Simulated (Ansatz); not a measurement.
**GaH₃O₂: functionals against CCSD(T) at one geometry**

Aim: energy, forces and dipole at a structure displaced at random from a GFN2-xTB minimum, from CCSD(T) and from density functionals.

Program: Ansatz 0.2.0, Gaussian basis. Level of theory: single points in def2-TZVPP. These are calculated values, not measurements.

Cores are frozen in the correlated methods. Filled d shells of the heavier atoms are correlated.

### 1 The starting structure

SMILES `[OH][GaH][OH]`, 6 atoms, charge 0, spin multiplicity 1.

Atoms are counted from 1 here; the program's logs count them from 0.

Bond lengths: O1–Ga2 1.747 Å, O1–H4 0.965 Å, Ga2–O3 1.663 Å, Ga2–H5 1.709 Å, O3–H6 1.049 Å. Angles: Ga2–O1–H4 144.3°, O1–Ga2–O3 127.4°, O1–Ga2–H5 121.6°, O3–Ga2–H5 110.9°, Ga2–O3–H6 134.1°.

Coordinates:

```xyz
6
GaH3O2
O    -0.7865   -1.3904   -0.1224
Ga   -0.0830    0.2008   -0.2816
O     1.0591    0.9046    0.7015
H    -1.4854   -1.9740   -0.4421
H    -0.5692    1.2759   -1.5174
H     1.5950    0.5824    1.5436
```

### 2 CCSD(T)/def2-TZVPP

The input, run/in.yaml:

```yaml
crystal:
  periodic: [false, false, false]
  atoms:
    - {symbol: O, position_ang: [-0.786500, -1.390400, -0.122400]}
    - {symbol: Ga, position_ang: [-0.083000, 0.200800, -0.281600]}
    - {symbol: O, position_ang: [1.059100, 0.904600, 0.701500]}
    - {symbol: H, position_ang: [-1.485400, -1.974000, -0.442100]}
    - {symbol: H, position_ang: [-0.569200, 1.275900, -1.517400]}
    - {symbol: H, position_ang: [1.595000, 0.582400, 1.543600]}
basis:
  gaussian: {orbitals: def2-TZVPP}
correlation: {method: ccsd_t}
output: {forces: true}
```

No record of the launch command was kept for these runs.

### 3 PBE0-D4/def2-TZVPP

Edit run/in.yaml of step 2 so:

```diff
@@ -11,3 +11,3 @@
   gaussian: {orbitals: def2-TZVPP}
-correlation: {method: ccsd_t}
-output: {forces: true}
+hamiltonian: {xc: pbe0, dispersion: d4}
+output: {forces: true, orbitals: {seedname: orbitals}}
```

### 4 wB97M-V/def2-TZVPP

Edit run/in.yaml of step 3 so:

```diff
@@ -11,3 +11,3 @@
   gaussian: {orbitals: def2-TZVPP}
-hamiltonian: {xc: pbe0, dispersion: d4}
-output: {forces: true, orbitals: {seedname: orbitals}}
+hamiltonian: {xc: {name: wB97M-V}}
+output: {forces: true}
```

### 5 r2SCAN-D4/def2-TZVPP

Edit run/in.yaml of step 4 so:

```diff
@@ -11,3 +11,3 @@
   gaussian: {orbitals: def2-TZVPP}
-hamiltonian: {xc: {name: wB97M-V}}
+hamiltonian: {xc: r2scan, dispersion: d4}
 output: {forces: true}
```

### 6 PBE-D4/def2-TZVPP

Edit run/in.yaml of step 5 so:

```diff
@@ -11,3 +11,3 @@
   gaussian: {orbitals: def2-TZVPP}
-hamiltonian: {xc: r2scan, dispersion: d4}
+hamiltonian: {xc: pbe, dispersion: d4}
 output: {forces: true}
```

### 7 r2SCAN0-D4/def2-TZVPP

Edit run/in.yaml of step 6 so:

```diff
@@ -11,3 +11,3 @@
   gaussian: {orbitals: def2-TZVPP}
-hamiltonian: {xc: pbe, dispersion: d4}
+hamiltonian: {xc: {name: r2SCAN0}, dispersion: d4}
 output: {forces: true}
```

### 8 r2SCANh-D4/def2-TZVPP

Edit run/in.yaml of step 7 so:

```diff
@@ -11,3 +11,3 @@
   gaussian: {orbitals: def2-TZVPP}
-hamiltonian: {xc: {name: r2SCAN0}, dispersion: d4}
+hamiltonian: {xc: {name: r2SCANh}, dispersion: d4}
 output: {forces: true}
```

(Steps that only read results are left out.)

What does the calculation give? Wanted: energy less free atoms, CCSD(T)/def2-TZVPP; RMS force component; RMS force error; HOMO and LUMO, PBE0-D4; T1 diagnostic.

The runs gave:

```
                                  quantity                                                                                                 value
energy less free atoms, CCSD(T)/def2-TZVPP                                                                                            -18.993 eV
                       RMS force component                                                                  2.160 to 2.270 eV/Å over the methods
                           RMS force error  PBE0-D4 0.058, wB97M-V 0.043, r2SCAN-D4 0.098, PBE-D4 0.231, r2SCAN0-D4 0.156, r2SCANh-D4 0.089 eV/Å
                    HOMO and LUMO, PBE0-D4                                                                                    -8.19 and -0.40 eV
                             T1 diagnostic                                                                                                 0.014
```

**Reading.** Against CCSD(T) the functionals' energies less atoms differ by -0.540 to +0.225 eV, PBE-D4 by -0.540 eV. CCSD(T) in triple zeta still lacks some correlation energy of the bonds, so part of these gaps is its own basis error and they don't rank the functionals. For forces wB97M-V does best and PBE-D4 worst. Frozen-core CCSD(T) forces in triple zeta carry basis errors of their own, and this is one geometry, so small gaps rank nothing.
